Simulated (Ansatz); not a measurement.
# AlCl2H4NO (built from SMILES N.[OH][Al]([Cl])[Cl]): search for a transition state

Aim: find the saddle point of a four-centre ligand exchange that is to form Al1–N6, O2–H5 and break Al1–O2, H5–N6, prove it by its vibrations, and relax downhill on both sides to see what it joins.

Computed with Ansatz 0.2.0, Gaussian basis. Level: PBE0-D4, def2-SVP first, then def2-TZVP.

152 further runs of the same task are left out: 152 set aside as unsound or not needed.

### 1 The system as given

The guess: 9 atoms, charge 0, spin multiplicity 1.

Atoms are counted from 1 here; the program's logs count them from 0.

Bond lengths: Al1–O2 1.850 Å, Al1–Cl3 2.044 Å, Al1–Cl4 2.043 Å, Al1–H5 1.844 Å, Al1–N6 1.900 Å, O2–H5 1.128 Å, O2–H7 0.956 Å, N6–H8 1.012 Å, N6–H9 1.012 Å. Angles: O2–Al1–Cl3 109.2°, O2–Al1–Cl4 109.2°, O2–Al1–H5 35.6°, O2–Al1–N6 81.1°, Cl3–Al1–Cl4 121.7°, Cl3–Al1–H5 118.3°, Cl3–Al1–N6 114.0°, Cl4–Al1–H5 118.6°, Cl4–Al1–N6 113.9°, H5–Al1–N6 45.5°, Al1–O2–H5 71.9°, Al1–O2–H7 165.2°, H5–O2–H7 122.8°, Al1–H5–O2 72.5°, Al1–N6–H8 123.3°, Al1–N6–H9 123.5°, H8–N6–H9 106.9°.

As a file:

```xyz
9
charge 0, multiplicity 1
Al   -0.4163   -0.7937    0.1550
O    -1.0904    0.8618   -0.3223
Cl   -0.6718   -2.0959   -1.3993
Cl   -1.0321   -1.2483    2.0492
H     0.0302    0.9530   -0.2312
N     1.2138    0.1808    0.0871
H    -1.6483    1.5892   -0.5945
H     1.7222    0.4712    0.9121
H     1.8928    0.0817   -0.6562
```

Distances that are to change: Al1–N6 1.90 Å, O2–H5 1.13 Å, Al1–O2 1.85 Å, H5–N6 1.45 Å.

### 2 Relaxing the guess with the reacting distances held

The input, hold/in.yaml:

```yaml
crystal:
  periodic: [false, false, false]
  atoms:
    - {symbol: Al, position_ang: [-0.416300, -0.793700, 0.155000]}
    - {symbol: O, position_ang: [-1.090400, 0.861800, -0.322300]}
    - {symbol: Cl, position_ang: [-0.671800, -2.095900, -1.399300]}
    - {symbol: Cl, position_ang: [-1.032100, -1.248300, 2.049200]}
    - {symbol: H, position_ang: [0.030200, 0.953000, -0.231200]}
    - {symbol: N, position_ang: [1.213800, 0.180800, 0.087100]}
    - {symbol: H, position_ang: [-1.648300, 1.589200, -0.594500]}
    - {symbol: H, position_ang: [1.722200, 0.471200, 0.912100]}
    - {symbol: H, position_ang: [1.892800, 0.081700, -0.656200]}
basis:
  gaussian: {orbitals: def2-SVP}
hamiltonian: {xc: pbe0, dispersion: d4}
relax: {f_tol: 0.04, max_steps: 150, escape_saddle: false, constraints: [{distance: [0, 5]}, {distance: [1, 4]}, {distance: [0, 1]}, {distance: [4, 5]}]}
```

The run is started by

```bash
$ ansatz run in.yaml --threads 4 --pin off --events-out ev --progress --plain --max-ram 9574MiB
```

Further steps of the session: A starting Hessian; Saddle search in the small basis; Saddle search in triple zeta; Checking the order of the point; Relaxing after a step of 0.30 Å one way along the mode; Relaxing after a step of 0.30 Å the other way along the mode.

Before running it: what results should come out? Wanted: imaginary mode; barrier from the start side; barrier from the end side; energy of the step; pairs that change; zero-point energy at the saddle.

As calculated:

| quantity | value |
| --- | --- |
| imaginary mode | 791i cm⁻¹ |
| barrier from the start side | 107.2 kJ/mol |
| barrier from the end side | 11.8 kJ/mol |
| energy of the step | +95.4 kJ/mol |
| pairs that change | O2–H5 formed, Al1–O2 loosened, H5–N6 broken |
| zero-point energy at the saddle | 1.415 eV |

In words: The point has a single imaginary mode (791i cm⁻¹), as a transition state must. The two relaxations end on the structures that were planned. A bond meant to break is only loosened at the end: the products stay bound as an adduct. At PBE0-D4/def2-TZVP the electronic barrier is 107.2 kJ/mol, about 43 kT at 298 K, and the step runs 95.4 kJ/mol uphill. A step off the saddle overshot and began above it in energy, so the link to its end is likely but not proven. Lower complexes than these ends may exist.
